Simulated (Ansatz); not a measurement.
# Mg5CdS6: the cost of one run

Computed with Ansatz 0.2.0 (DFT PBE, scalar-relativistic, plane waves, PAW, unless a step names another level, unless a step's input says otherwise).

**1. The structure to begin with**

It takes space group P4/mmm (No. 123, tetragonal). Conventional cell: a = 3.735 Å, b = 3.735 Å, c = 15.865 Å, α = 90.00°, β = 90.00°, γ = 90.00°. Around Mg (site symmetry 4mm) lie 6 S at 2.59 to 2.64 Å. Mg (site symmetry 4/mmm) has 6 S at 2.60 to 2.64 Å in its first shell of neighbours. Around Mg (site symmetry 4mm) lie 6 S at 2.62 to 2.71 Å. Around Cd (site symmetry 4/mmm) lie 6 S at 2.64 to 2.74 Å. S (site symmetry 4/mmm) is surrounded by 6 Mg at 2.59 to 2.64 Å. S (site symmetry 4mm) is surrounded by 6 Mg at 2.60 to 2.64 Å. Around S (site symmetry 4mm) lie 5 Mg at 2.60 to 2.64 Å and 1 Cd at 2.74 Å. S (site symmetry 4/mmm) has 4 Cd at 2.64 Å and 2 Mg at 2.71 Å in its first shell of neighbours.

Coordinates:

```cif
data_structure
_symmetry_space_group_name_H-M 'P4/mmm'
_symmetry_Int_Tables_number 123
_cell_length_a 3.7351
_cell_length_b 3.7351
_cell_length_c 15.8645
_cell_angle_alpha 90.000
_cell_angle_beta 90.000
_cell_angle_gamma 90.000
_cell_volume 221.32
loop_
_atom_site_label
_atom_site_type_symbol
_atom_site_symmetry_multiplicity
_atom_site_Wyckoff_symbol
_atom_site_fract_x
_atom_site_fract_y
_atom_site_fract_z
_atom_site_occupancy
Mg1 Mg 2 g 0.00000 0.00000 0.66346 1
Mg2 Mg 1 d 0.50000 0.50000 0.50000 1
Mg3 Mg 2 h 0.50000 0.50000 0.17101 1
Cd1 Cd 1 a 0.00000 0.00000 0.00000 1
S1 S 1 b 0.00000 0.00000 0.50000 1
S2 S 2 h 0.50000 0.50000 0.33590 1
S3 S 2 g 0.00000 0.00000 0.17279 1
S4 S 1 c 0.50000 0.50000 0.00000 1
```

The cell was relaxed beforehand at this level, from a generated guess; it needn't be the stable form of this composition. At a tolerance of 0.02 Å it has space group P4/mmm (No. 123); it has 18.44 Å³/atom, an uncorrected energy of -1.28 eV/atom over the elements and, on its mesh, gap 1.18 eV.

**2. Band edges anywhere in the zone**

input.yaml

```yaml
crystal:
  lattice:
    - [3.7350567, 0.0, 0.0]
    - [0.0, 3.7350567, 0.0]
    - [0.0, 0.0, 15.8645457]
  atoms:
    - { symbol: Mg, position: [0.0, 0.0, 0.663456] }
    - { symbol: Mg, position: [0.5, 0.5, 0.5] }
    - { symbol: Mg, position: [0.0, 0.0, 0.336544] }
    - { symbol: Mg, position: [0.5, 0.5, 0.171008] }
    - { symbol: Mg, position: [0.5, 0.5, 0.828992] }
    - { symbol: Cd, position: [0.0, 0.0, 0.0] }
    - { symbol: S, position: [0.0, 0.0, 0.5] }
    - { symbol: S, position: [0.5, 0.5, 0.335899] }
    - { symbol: S, position: [0.0, 0.0, 0.172791] }
    - { symbol: S, position: [0.5, 0.5, 0.0] }
    - { symbol: S, position: [0.0, 0.0, 0.827209] }
    - { symbol: S, position: [0.5, 0.5, 0.664101] }
basis:
  ecutwfc: 420
kpoints:
  mp_grid: { grid: [8, 8, 2] }
  band_path: { path: [VBM, CBM], npoints: 2 }
hamiltonian:
  xc: pbe
scf:
  occupations: { method: gaussian, width: 0.02 }
output:
  forces: false
  stress: false
  eigenvalues: true
checkpoint:
  read: start.run
  write: ck
  compress: false
  write_wavefunctions: false
  write_every: 100000
```

Command:

```
> ansatz run input.yaml --threads 4 --pin off --max-ram 8192MiB --backend cpu --events-out ev --progress --plain --runs-dir out
```

Q: Estimate wall time and peak memory on 4 threads of Intel Xeon 6975P-C (Granite Rapids), shared host.

About 14 s, with a peak of 0.8 GiB.
